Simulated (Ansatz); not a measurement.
Geometry optimisation, DFT PBE, scalar-relativistic, plane waves, PAW in Ansatz.

input.yaml

```yaml
accuracy: low
crystal:
  lattice:
    - [8.1, 0.0, 0.0]
    - [0.0, 8.1, 0.0]
    - [0.0, 0.0, 8.1]
  atoms:
    - { symbol: Al, position: [0.5, 0.0, 0.0] }
    - { symbol: Al, position: [0.75, 0.25, 0.0] }
    - { symbol: Al, position: [0.75, 0.0, 0.25] }
    - { symbol: Al, position: [0.0, 0.0, 0.0] }
    - { symbol: Al, position: [0.25, 0.25, 0.0] }
    - { symbol: Al, position: [0.5, 0.5, 0.0] }
    - { symbol: Al, position: [0.75, 0.75, 0.0] }
    - { symbol: Al, position: [0.25, 0.0, 0.25] }
    - { symbol: Al, position: [0.5, 0.25, 0.25] }
    - { symbol: Al, position: [0.75, 0.5, 0.25] }
    - { symbol: Al, position: [0.5, 0.0, 0.5] }
    - { symbol: Al, position: [0.75, 0.25, 0.5] }
    - { symbol: Al, position: [0.75, 0.0, 0.75] }
    - { symbol: Al, position: [0.0, 0.5, 0.0] }
    - { symbol: Al, position: [0.25, 0.75, 0.0] }
    - { symbol: Al, position: [0.0, 0.25, 0.25] }
    - { symbol: Al, position: [0.25, 0.5, 0.25] }
    - { symbol: Al, position: [0.5, 0.75, 0.25] }
    - { symbol: Al, position: [0.0, 0.0, 0.5] }
    - { symbol: Al, position: [0.25, 0.25, 0.5] }
    - { symbol: Al, position: [0.5, 0.5, 0.5] }
    - { symbol: Al, position: [0.75, 0.75, 0.5] }
    - { symbol: Al, position: [0.25, 0.0, 0.75] }
    - { symbol: Al, position: [0.5, 0.25, 0.75] }
    - { symbol: Al, position: [0.75, 0.5, 0.75] }
    - { symbol: Al, position: [0.0, 0.75, 0.25] }
    - { symbol: Al, position: [0.0, 0.5, 0.5] }
    - { symbol: Al, position: [0.25, 0.75, 0.5] }
    - { symbol: Al, position: [0.0, 0.25, 0.75] }
    - { symbol: Al, position: [0.25, 0.5, 0.75] }
    - { symbol: Al, position: [0.5, 0.75, 0.75] }
    - { symbol: Al, position: [0.0, 0.75, 0.75] }
    - { symbol: As, position: [0.503752, 0.5066623, 0.2480288] }
basis:
  ecutwfc: 420.0
kpoints:
  mp_grid: { grid: [2, 2, 2] }
hamiltonian:
  xc: pbe
  pseudopotentials: { kind: paw, azcp: { folder: soft_1 } }
scf:
  occupations: { method: fermi_dirac, width: 0.05 }
  lower_state_search: "off"
relax:
  f_tol: 0.08
  max_steps: 25
  adjacent_minimum: "off"
output:
  write_density: true
  write_potential: true
  elf: true
  volumetric_format: npy
```

Launched with:

```bash
$ ansatz run input.yaml --threads 2 --pin off --max-ram 5120MiB --backend cpu --events-out ev --progress --plain --runs-dir out
```

**Question.** Where does it end, and by what steps?

**Answer.** The forces met the threshold. Limits of this set-up: coarse k mesh, odd electron count without spin, a small cell, in which the defect meets its images, low accuracy level. After 4 steps the energy has fallen by 9.183 eV; Al18 moved furthest, 0.45 Å. The start is strongly strained (largest force component 10 eV/Å).

```csv
step,energy less start (eV),largest force component (eV/Å),accepted
0,0.0000,10.264,yes
1,-6.4799,3.900,yes
2,-8.7593,1.387,yes
3,-9.1778,0.096,yes
4,-9.1832,0.010,yes
```

```xyz
33
Lattice="8.1000 0.0000 0.0000 0.0000 8.1000 0.0000 0.0000 0.0000 8.1000" Properties=species:S:1:pos:R:3
Al 4.051 0.002 -0.110
Al 6.090 2.012 -0.015
Al 6.185 0.002 2.025
Al 0.001 0.001 -0.028
Al 2.011 2.012 -0.015
Al 4.050 4.051 -0.449
Al 6.090 6.091 -0.015
Al 1.916 0.002 2.025
Al 4.050 1.581 2.025
Al 6.525 4.051 2.025
Al 4.051 0.002 4.159
Al 6.090 2.012 4.064
Al 6.104 0.001 6.075
Al 0.001 4.052 -0.110
Al 2.011 6.091 -0.015
Al 0.001 1.917 2.025
Al 1.579 4.051 2.025
Al 4.050 6.526 2.025
Al 0.001 0.001 4.078
Al 2.011 2.012 4.064
Al 4.050 4.051 4.497
Al 6.090 6.091 4.064
Al 1.998 0.001 6.075
Al 4.051 1.917 6.074
Al 6.185 4.052 6.074
Al 0.001 6.186 2.025
Al 0.001 4.052 4.159
Al 2.011 6.091 4.064
Al 0.001 1.998 6.075
Al 1.916 4.052 6.074
Al 4.051 6.186 6.074
Al 0.001 6.105 6.075
As 4.052 4.054 2.023
```

Time of the run: 50 s on 2 threads of Intel(R) Xeon(R) Platinum 8259CL CPU @ 2.50GHz (Skylake/Cascade Lake), on a shared host, peak memory 1.1 GiB.
